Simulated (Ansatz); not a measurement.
# Ga on graphene monolayer: hop by a lattice vector of the surface

How high is the barrier for the hop by a lattice vector of the surface? Relax the two ends, then run a nudged elastic band between them. The slab cell is 3×3, 1 layer thick, and the adsorbate is set down on it by hand.

Program: Ansatz 0.2.0. Level of theory: DFT PBE, plane waves, PAW, scalar-relativistic, collinear spin. These are calculated values, not measurements.

## Step 1: Starting point

The cell holds 19 atoms (C18Ga): a = 7.398 Å, b = 7.398 Å, c = 11.000 Å, α = 90.00°, β = 90.00°, γ = 120.00°.

As a file:

```xyz
19
Lattice="7.3980 0.0000 0.0000 -3.6990 6.4069 0.0000 0.0000 0.0000 11.0000" Properties=species:S:1:pos:R:3 pbc="T T T"
C     0.0000    0.0000    1.0000
C     1.2330    0.7119    1.0000
C    -1.2330    2.1356    1.0000
C     0.0000    2.8475    1.0000
C    -2.4660    4.2712    1.0000
C    -1.2330    4.9831    1.0000
C     2.4660    0.0000    1.0000
C     3.6990    0.7119    1.0000
C     1.2330    2.1356    1.0000
C     2.4660    2.8475    1.0000
C     0.0000    4.2712    1.0000
C     1.2330    4.9831    1.0000
C     4.9320    0.0000    1.0000
C     6.1650    0.7119    1.0000
C     3.6990    2.1356    1.0000
C     4.9320    2.8475    1.0000
C     2.4660    4.2712    1.0000
C     3.6990    4.9831    1.0000
Ga    1.2207    2.6620    2.9700
```

## Step 2: Relaxing end A

File input.yaml:

```yaml
crystal:
  lattice:
    - [7.398, 0.0, 0.0]
    - [-3.699, 6.406856, 0.0]
    - [0.0, 0.0, 11.0]
  atoms:
    - { symbol: C, position: [0.0, 0.0, 0.0909091] }
    - { symbol: C, position: [0.2222222, 0.1111111, 0.0909091] }
    - { symbol: C, position: [0.0, 0.3333333, 0.0909091] }
    - { symbol: C, position: [0.2222222, 0.4444444, 0.0909091] }
    - { symbol: C, position: [0.0, 0.6666667, 0.0909091] }
    - { symbol: C, position: [0.2222222, 0.7777778, 0.0909091] }
    - { symbol: C, position: [0.3333333, 0.0, 0.0909091] }
    - { symbol: C, position: [0.5555556, 0.1111111, 0.0909091] }
    - { symbol: C, position: [0.3333333, 0.3333333, 0.0909091] }
    - { symbol: C, position: [0.5555556, 0.4444444, 0.0909091] }
    - { symbol: C, position: [0.3333333, 0.6666667, 0.0909091] }
    - { symbol: C, position: [0.5555556, 0.7777778, 0.0909091] }
    - { symbol: C, position: [0.6666667, 0.0, 0.0909091] }
    - { symbol: C, position: [0.8888889, 0.1111111, 0.0909091] }
    - { symbol: C, position: [0.6666667, 0.3333333, 0.0909091] }
    - { symbol: C, position: [0.8888889, 0.4444444, 0.0909091] }
    - { symbol: C, position: [0.6666667, 0.6666667, 0.0909091] }
    - { symbol: C, position: [0.8888889, 0.7777778, 0.0909091] }
    - { symbol: Ga, position: [0.3727473, 0.4154965, 0.27], spin: 1.0 }
magnetization:
  spin_polarized: true
basis:
  ecutwfc: 420.0
kpoints:
  mp_grid: { grid: [2, 2, 1] }
hamiltonian:
  xc: pbe
scf:
  occupations: { method: gaussian, width: 0.05 }
  lower_state_search: "off"
relax:
  f_tol: 0.03
  max_steps: 60
  adjacent_minimum: "off"
output:
  write_density: true
  write_potential: true
  elf: true
  volumetric_format: npy
```

Started as:

```sh
$ ansatz run input.yaml --threads 2 --pin off --max-ram 5120MiB --backend cpu --events-out ev --progress --plain --runs-dir out
```

Output, shortened:

```text
Warning: RAYON_NUM_THREADS=2 ignored (pool sized by the plan → 2); use --threads N
[...]
Pseudopotentials: kind: paw
Pseudopotential: C, paw, valence charge 4, recommended cutoff 420 eV (normal), C.paw.azcp
Pseudopotential: Ga, paw, valence charge 13, recommended cutoff 420 eV (normal), Ga.paw.azcp
Functional definition: PBE
[...]
Crystal: 19 atoms, lattice volume = 521.377 Å³
Basis set: ecut = 420 eV, 10225 PW (Γ), exchange–correlation on 100×100×150 points (8 copies of the dense FFT grid, shifted against one another)
Bands: 62, of which v1, the nominal top of the filled ones, is band 43 counted from 1 (42 counted from 0)
Symmetry: 1 space group operations
Space group: P1 (ITA 1), of the structure as read, at distance tolerance 8.0e-5 Å
Magnetic group: BNS 1.1 (UNI 1), of the structure as read, at distance tolerance 8.0e-5 Å
k-points: 4
[...]
Starting moments: Σ|m| = 1 μB on 1 of 19 sites
[...]
SCF iter   1: F=—  HF=-8309.020074 eV  |F-HF|=—  |Δ(HF+E_count)|=         —  Δρ=4.21e-2 (↑4.21e-2 ↓4.10e-2)  dr2=2.85e1  dr2_m=2.00e0  M=0.000 μB ∫|m|=0.062 μB  β_m=0.30  ethr=3.10e-3  ⟨swp⟩=7.9  Hψ=2622  notcnv=0  defer=51
[...]
spin=Collinear: Resta preconditioning applied to the charge; magnetization (m = ρ↑ − ρ↓) channel mixes plain (no charge-response kernel on spin).
[...]
spin-set hold released at iteration 7 (site moments contracting): the magnetisation degrees of freedom join the quasi-Newton model from the next iteration; the mixer history was flushed
[...]
WARN: the starting moments were not kept: the SCF closed with an absolute magnetisation of 1.9e-4 μB, where they sum to 1 μB in size (1 site). That is at most 0.1 of that sum. Measured as dr2_m measures the in/out step, that magnetisation stands 1.5e-9 eV from none, at or under the [...]
relax step   1: F+E_penalty+E_count = -8297.87413993 eV  Δ(F+E_penalty+E_count) = +0.000e0 eV  max|allowed force component| = 2.959e0 eV/Å  Δτ_max = 0.0000 Å  (11 SCF iters, dr2 threshold 2.25e-5 eV, accepted)
[...]
relax step   3: F+E_penalty+E_count = -8298.26715819 eV  Δ(F+E_penalty+E_count) = -1.217e-1 eV  max|allowed force component| = 1.994e-1 eV/Å  Δτ_max = 0.1419 Å  (7 SCF iters, dr2 threshold 1.00e-4 eV, accepted)
[...]
relax step   4: F+E_penalty+E_count = -8298.31065947 eV  Δ(F+E_penalty+E_count) = -4.350e-2 eV  max|allowed force component| = 1.935e-1 eV/Å  Δτ_max = 0.2000 Å  (10 SCF iters, dr2 threshold 2.49e-6 eV, accepted)
[...]
spin=Collinear: Resta preconditioning applied to the charge; magnetization (m = ρ↑ − ρ↓) channel mixes plain (no charge-response kernel on spin).
```

## Step 3: The output, continued: end point A relaxed

The log, continued:

```text
the starting moments were not kept: the SCF closed with an absolute magnetisation of 2.8e-5 μB, where they sum to 1 μB in size (1 site). That is at most 0.1 of that sum. Measured as dr2_m measures the in/out step, that magnetisation stands 4.9e-11 eV from none, at or under the dr2_threshold of 2.3e-6 eV: it is no larger than a step whose dr2_m would equal this threshold.
relax step   5: F+E_penalty+E_count = -8298.35192404 eV  Δ(F+E_penalty+E_count) = -4.126e-2 eV  max|allowed force component| = 1.625e-1 eV/Å  Δτ_max = 0.1953 Å  (10 SCF iters, dr2 threshold 2.34e-6 eV, accepted)
preconditioner: auto → Resta (q_TF=auto, 2.017 Å⁻¹)  ε∞=2.1  [insulator: Δε(μ)=1.414 eV  Ē_g=14.226 eV  σ=0.050 eV  W_gap=1.00  n_scr=72 (ndim 8)  ℏωp=15.0 eV  f_vac=0.612  D(μ)=0.00/eV (n_scr^D=0)  ε∞_Penn≈2.1  vacuum switching on, ρ_ref=1.5e-2 e/Å³]
spin=Collinear: Resta preconditioning applied to the charge; magnetization (m = ρ↑ − ρ↓) channel mixes plain (no charge-response kernel on spin).
the starting moments were not kept: the SCF closed with an absolute magnetisation of 1.2e-4 μB, where they sum to 1 μB in size (1 site). That is at most 0.1 of that sum. Measured as dr2_m measures the in/out step, that magnetisation stands 1.3e-9 eV from none, at or under the dr2_threshold of 1.9e-5 eV: it is no larger than a step whose dr2_m would equal this threshold.
relax step   6: F+E_penalty+E_count = -8298.38045450 eV  Δ(F+E_penalty+E_count) = -2.853e-2 eV  max|allowed force component| = 8.134e-2 eV/Å  Δτ_max = 0.2000 Å  (9 SCF iters, dr2 threshold 1.86e-5 eV, accepted)
preconditioner: auto → Resta (q_TF=auto, 2.017 Å⁻¹)  ε∞=2.1  [insulator: Δε(μ)=1.482 eV  Ē_g=14.224 eV  σ=0.050 eV  W_gap=1.00  n_scr=72 (ndim 8)  ℏωp=15.0 eV  f_vac=0.613  D(μ)=0.00/eV (n_scr^D=0)  ε∞_Penn≈2.1  vacuum switching on, ρ_ref=1.5e-2 e/Å³]
spin=Collinear: Resta preconditioning applied to the charge; magnetization (m = ρ↑ − ρ↓) channel mixes plain (no charge-response kernel on spin).
the starting moments were not kept: the SCF closed with an absolute magnetisation of 2.2e-5 μB, where they sum to 1 μB in size (1 site). That is at most 0.1 of that sum. Measured as dr2_m measures the in/out step, that magnetisation stands 3.3e-11 eV from none, at or under the dr2_threshold of 1.7e-6 eV: it is no larger than a step whose dr2_m would equal this threshold.
relax step   7: F+E_penalty+E_count = -8298.38699626 eV  Δ(F+E_penalty+E_count) = -6.542e-3 eV  max|allowed force component| = 6.933e-2 eV/Å  Δτ_max = 0.1649 Å  (10 SCF iters, dr2 threshold 1.66e-6 eV, accepted)
preconditioner: auto → Resta (q_TF=auto, 2.017 Å⁻¹)  ε∞=2.1  [insulator: Δε(μ)=1.485 eV  Ē_g=14.209 eV  σ=0.050 eV  W_gap=1.00  n_scr=72 (ndim 8)  ℏωp=15.0 eV  f_vac=0.613  D(μ)=0.00/eV (n_scr^D=0)  ε∞_Penn≈2.1  vacuum switching on, ρ_ref=1.5e-2 e/Å³]
spin=Collinear: Resta preconditioning applied to the charge; magnetization (m = ρ↑ − ρ↓) channel mixes plain (no charge-response kernel on spin).
the starting moments were not kept: the SCF closed with an absolute magnetisation of 4.8e-5 μB, where they sum to 1 μB in size (1 site). That is at most 0.1 of that sum. Measured as dr2_m measures the in/out step, that magnetisation stands 2.8e-10 eV from none, at or under the dr2_threshold of 1.2e-6 eV: it is no larger than a step whose dr2_m would equal this threshold.
relax step   8: F+E_penalty+E_count = -8298.38737241 eV  Δ(F+E_penalty+E_count) = -3.761e-4 eV  max|allowed force component| = 2.379e-2 eV/Å  Δτ_max = 0.0129 Å  (7 SCF iters, dr2 threshold 1.20e-6 eV, accepted)
preconditioner: auto → Resta (q_TF=auto, 2.017 Å⁻¹)  ε∞=2.1  [insulator: Δε(μ)=1.484 eV  Ē_g=14.208 eV  σ=0.050 eV  W_gap=1.00  n_scr=72 (ndim 8)  ℏωp=15.0 eV  f_vac=0.613  D(μ)=0.00/eV (n_scr^D=0)  ε∞_Penn≈2.1  vacuum switching on, ρ_ref=1.5e-2 e/Å³]
spin=Collinear: Resta preconditioning applied to the charge; magnetization (m = ρ↑ − ρ↓) channel mixes plain (no charge-response kernel on spin).
the starting moments were not kept: the SCF closed with an absolute magnetisation of 2.9e-6 μB, where they sum to 1 μB in size (1 site). That is at most 0.1 of that sum. Measured as dr2_m measures the in/out step, that magnetisation stands 8.5e-13 eV from none, at or under the dr2_threshold of 1.0e-7 eV: it is no larger than a step whose dr2_m would equal this threshold.
relax step   9: F+E_penalty+E_count = -8298.38737241 eV  Δ(F+E_penalty+E_count) = -2.923e-9 eV  max|allowed force component| = 2.378e-2 eV/Å  Δτ_max = 0.0000 Å  (4 SCF iters, accepted)
NSCF: frozen V_eff on 4 k-points
the band table was solved once a step of the walk had ended and its energy, with any forces and stress, was formed, with the checks that follow a solve (3370 applications of the Hamiltonian). They found nothing against the state; the energy, forces and stress were not computed again (output.eigenvalues in the input reference)
WARN: The output density's exchange-correlation potential varies sharply where the density is thin. Do not read a vacuum level from v_tot or v_xc, or from such a field of the output density. On a cell that repeats whose density bears no net charge and no dipole along the vacuum's axis use v_es (v_loc + v_h of the components); under efield.dipole_correction with no amplitude use v_es + v_field, which holds any external_charges[].barrier, or the levels of the report's work_function block, which leave it out; under a non-zero efield.amplitude the vacuum is tilted and has no level; on a cell that repeats and bears such a dipole with no correction it is tilted too, and efield.dipole_correction with no amplitude gives each side of its ramp a level where efield: is served; in a cell that repeats whose density bears a net charge (total_charge, or a fill off its count) it is curved and has none; of a slab under crystal.periodic whose density bears no net charge use v_es, which has a level on each side, short of where the two are joined; of another it falls or rises all the way out and has none; of a slab beside external_charges read slab_vacuum_level instead, which it has where they leave it neutral. The grid or the basis barely resolves most such structure, and the values can differ between equally converged runs; as a rule a tighter scf.convergence.dr2_threshold does not remove it. Where the density itself ripples (under the LDA too) a higher basis.ecutwfc lessens it. The files hold the spikes' plane waves up to the density's cutoff. Files: v_tot_of_output_density and the like, and their columns of v_z.tsv (output.write_potential); v_xc_of_output_density and the like, and their columns of v_comp_z.tsv (output.write_potential_components). Measured: with its Gaussian average of σ = 0.25 Å subtracted twice, the exchange-correlation potential is over 0.1 eV at 1146 of the grid points where the equally averaged density (valence and model cores) is under 1e-3 e/Å³, and 0.501 eV at the most among them, at an averaged density of 1.9e-6 e/Å³. The input density's (outcome.potential() and, of a run that writes arrays, v_tot and v_xc) is over 0.1 eV, so measured, at 1145 points of its own thin density, 0.499 eV at the most. See output.write_potential in the manual, Limitations
Magnetization: 0.0000 μB (42.5000 up, 42.5000 down)
Absolute magnetization: 0.0000 μB (∫|ρ↑−ρ↓|, with the PAW one-centre terms)
Spin contamination: 0.0000 ħ² per cell (⟨S²⟩ above its minimum at these occupations)
Per-site moments (μB) at R_I (Å): [(1.166249838918703e-8, 0.585972704532366), (-1.473288471655117e-8, 0.5860488394225559), (-8.020676319774054e-9, 0.5858958384185782), (2.639702925571812e-8, 0.586549970751414), (-1.9676299715599576e-8, 0.5860650405889424), (3.752560921715433e-9, 0.5859703367547541), (1.2142580660547578e-8, 0.5859703367547541), (-9.843413815656033e-9, 0.5859869360570157), (5.074884255579703e-8, 0.5866704891706007), (2.5409538596513327e-8, 0.5865442561601535), (-2.1131158663941217e-8, 0.5864298918050479), (-4.578996757991666e-8, 0.5864800495540106), (1.0228829347847318e-8, 0.5859865919181482), (-9.369385811736818e-9, 0.5859865919181482), (-7.756641856297302e-9, 0.5858949154372172), (2.1889766774937077e-8, 0.5858949154372172), (-2.2076813024089306e-8, 0.5864301821567255), (4.0248962467137e-9, 0.585972704532366), (-1.1523215647122991e-8, 1.072739083626023)]
Free energy (F): -8298.387372 eV
Harris-Foulkes:  -8298.387372 eV  (|F-HF|=1.64e-11)
Internal energy: -8298.387372 eV  (E = F + TS)
E sigma→0 (E₀):  -8298.387372 eV
Fermi energy:    0.735750 eV
--- Per-component energies (eV) ---
  E_band       = -820.932302
  E_kinetic    = 1755.285874
  E_local      = -18656.223021  (includes V_loc(G=0)·N_el)
[...]
  E_nonlocal   = 911.167633
  E_hartree    = 8409.927560
  E_xc         = -934.605875
  E_vxc        = -1128.954979  (∫ρ·V_xc dr)
  E_paw        = -3770.281728  (= ΣΔE_a)
  E_vpaw       = -522.062881  (= ΣTr[D̂ρ^β])
  E_aug_tail   = 0.000008  (compensation charges beyond the density's cutoff)
  E_ewald      = 3986.342176
  E_smearing   = -0.000000  (= −TS)
  E_closure    = 0.000000  (closes the sum)
  Σ components = -8298.387372   (vs F -8298.387372, Δ=0.00e0)
--- Forces (eV/Å), atoms counted from 1 ---
  atom   1  C      0.01005524     0.00508722     0.00304500
  atom   2  C     -0.00038319     0.01424501    -0.00314871
  atom   3  C      0.01242154    -0.01067711    -0.00062683
  atom   4  C      0.00004353    -0.02378293    -0.00188096
  atom   5  C      0.00014338     0.01363059    -0.00611059
  atom   6  C     -0.01047292     0.00100393     0.00246267
  atom   7  C     -0.00997484     0.00503318     0.00315047
  atom   8  C      0.00197212     0.00942775    -0.00268252
  atom   9  C     -0.00046499    -0.01635827     0.00343817
  atom  10  C     -0.00015093    -0.02357938    -0.00208064
  atom  11  C     -0.00828751     0.00545785    -0.00166342
  atom  12  C      0.00020644     0.01182893     0.00561056
  atom  13  C      0.00004252     0.00378167     0.00138778
  atom  14  C     -0.00173431     0.00942087    -0.00259039
  atom  15  C     -0.01192888    -0.01092979    -0.00055393
  atom  16  C      0.00017274     0.00050326     0.00493392
  atom  17  C      0.00805883     0.00598358    -0.00143867
  atom  18  C      0.01029826     0.00135715     0.00250088
  atom  19  Ga    -0.00001705    -0.00143364    -0.00376688
  max |Σ_I F_I| component: 1.41e-5 eV/Å
--- Band table (eV; the first three rows and the last of 8) ---
  k-point 0 ↑: bands = ["-19.4971", "-17.1204", "-16.9764", "-16.9739", "-16.7684", "-16.7672", "-16.7538", "-15.5998", "-15.5998", "-15.5880", "-15.5879", "-15.5656", "-12.5340", "-12.5333", "-12.5015", "-12.5009", "-10.5644", "-10.4637", "-9.5830", "-9.5596", "-9.5581", "-9.5455", "-9.5443", "-9.5151", "-8.1260", "-5.8163", "-5.7443", "-5.7309", "-5.7289", "-5.6672", "-5.6662", "-5.5944", "-4.9470", "-4.9447", "-4.4820", "-4.4813", "-4.4772", "-3.4325", "-2.9275", "-2.9275", "-0.1980", "-0.1978", "-0.0063", "-0.0061", "2.1834", "2.1837", "2.6383", "3.2005", "4.3952", "4.6839", "4.6852", "4.7819", "4.8564", "5.0244", "5.0251", "5.7586", "5.9002", "5.9005", "6.2918", "7.0319", "7.0346", "7.0346"]
  k-point 1 ↑: bands = ["-18.9528", "-18.7265", "-17.5349", "-17.5125", "-15.6747", "-15.6382", "-15.6266", "-15.6060", "-15.6000", "-15.0172", "-14.9885", "-14.9835", "-14.9795", "-14.1789", "-13.1709", "-11.4109", "-11.3714", "-11.2912", "-11.2508", "-8.0700", "-8.0212", "-8.0173", "-7.8864", "-7.7059", "-7.6723", "-7.6525", "-6.7923", "-6.3495", "-6.3345", "-6.3024", "-5.6271", "-5.4485", "-5.2810", "-5.1713", "-4.1050", "-4.0250", "-3.9305", "-3.0466", "-2.8424", "-2.6014", "-2.4847", "-2.3045", "1.4782", "1.7088", "1.7849", "2.0943", "2.4256", "2.6576", "2.7534", "3.4037", "4.0542", "4.3839", "4.9857", "5.2265", "6.0029", "6.0991", "6.1169", "6.3713", "6.4217", "6.4648", "6.7468", "7.2172"]
  k-point 2 ↑: bands = ["-18.9521", "-18.7275", "-17.5350", "-17.5118", "-15.6750", "-15.6381", "-15.6266", "-15.6060", "-15.6000", "-15.0184", "-14.9886", "-14.9835", "-14.9784", "-14.1787", "-13.1708", "-11.4100", "-11.3702", "-11.2923", "-11.2516", "-8.0715", "-8.0208", "-8.0159", "-7.8868", "-7.7056", "-7.6725", "-7.6523", "-6.7932", "-6.3487", "-6.3346", "-6.3028", "-5.6267", "-5.4477", "-5.2805", "-5.1717", "-4.1052", "-4.0249", "-3.9307", "-3.0482", "-2.8418", "-2.6014", "-2.4844", "-2.3040", "1.4784", "1.7090", "1.7850", "2.0944", "2.4246", "2.6571", "2.7537", "3.4042", "4.0542", "4.3838", "4.9858", "5.2262", "6.0029", "6.0991", "6.1171", "6.3711", "6.4226", "6.4648", "6.7468", "7.2172"]
  k-point 3 ↓: bands = ["-18.9521", "-18.7276", "-17.5350", "-17.5118", "-15.6750", "-15.6381", "-15.6266", "-15.6060", "-15.6000", "-15.0185", "-14.9886", "-14.9835", "-14.9784", "-14.1787", "-13.1708", "-11.4100", "-11.3702", "-11.2924", "-11.2517", "-8.0716", "-8.0208", "-8.0159", "-7.8868", "-7.7056", "-7.6725", "-7.6523", "-6.7932", "-6.3487", "-6.3346", "-6.3028", "-5.6267", "-5.4476", "-5.2805", "-5.1718", "-4.1052", "-4.0249", "-3.9307", "-3.0483", "-2.8418", "-2.6014", "-2.4844", "-2.3040", "1.4784", "1.7090", "1.7850", "2.0944", "2.4246", "2.6571", "2.7537", "3.4042", "4.0542", "4.3838", "4.9858", "5.2262", "6.0029", "6.0991", "6.1171", "6.3711", "6.4226", "6.4648", "6.7468", "7.2172"]
--- Relaxed structure (9 steps of the walk, 9 accepted, 0 SCFs on fresh bases) ---
  F+E_penalty+E_count = -8298.38737241 eV   max|allowed force component| = 2.378e-2 eV/Å
  atoms:
    - { symbol: C, position: [-0.003828506835286529, -0.007411983859327765, 0.0896047633532173] }
    - { symbol: C, position: [0.21792157038759055, 0.10268375381098915, 0.08986288908051851] }
    - { symbol: C, position: [-0.004795213701304063, 0.32546935672782906, 0.08987529571034347] }
    - { symbol: C, position: [0.21714361844483362, 0.43645770520351, 0.09034000122785688] }
    - { symbol: C, position: [-0.0038044732338874954, 0.6592338978150998, 0.08966142599697766] }
    - { symbol: C, position: [0.21795145550640227, 0.7708692047668666, 0.08982804996031517] }
    - { symbol: C, position: [0.3295742656587781, -0.007411935355086526, 0.08960516120309757] }
    - { symbol: C, position: [0.5517572799588555, 0.10370031981644463, 0.08963242057227187] }
    - { symbol: C, position: [0.32891394322218515, 0.3246682130177746, 0.0903234837202697] }
    - { symbol: C, position: [0.5524717545346676, 0.4364572669893673, 0.09034048050828929] }
    - { symbol: C, position: [0.3289117561700955, 0.6599361015410828, 0.09029157275030489] }
    - { symbol: C, position: [0.5524183655792665, 0.7716796054269454, 0.09022715156962918] }
    - { symbol: C, position: [0.6633744963111664, -0.00640778518250036, 0.0898022050244962] }
    - { symbol: C, position: [0.8850996845419677, 0.10370009332131426, 0.08963145865975385] }
    - { symbol: C, position: [0.6634207712075537, 0.32546961651786466, 0.08987534713820437] }
    - { symbol: C, position: [0.8851110899059276, 0.43706632805656864, 0.0896335831438202] }
    - { symbol: C, position: [0.6641814923512287, 0.6599346339587104, 0.09028917750807897] }
    - { symbol: C, position: [0.8860750106986797, 0.7708682566926636, 0.08982639521224517] }
    - { symbol: Ga, position: [0.4408490392912774, 0.5485337507338818, 0.2877129376603093] }
```

It took 80 s on 2 threads of INTEL XEON PLATINUM 8581C at 2.10GHz (Emerald Rapids), shared host; peak memory 0.98 GiB.

Step by step:

```
step  energy from step 1 (eV/cell)  largest force component (eV/Å)
   1                        0.0000                          2.9587
   2                       -0.2713                          1.3790
   3                       -0.3930                          0.1994
   4                       -0.4365                          0.1935
   5                       -0.4778                          0.1625
   6                       -0.5063                          0.0813
   7                       -0.5129                          0.0693
   8                       -0.5132                          0.0238
   9                       -0.5132                          0.0238
```

Step 1 is the start. Step 9 solves the same geometry again.

Largest move: Ga19, 0.87 Å.

(Part 1 of 2 ends here.)
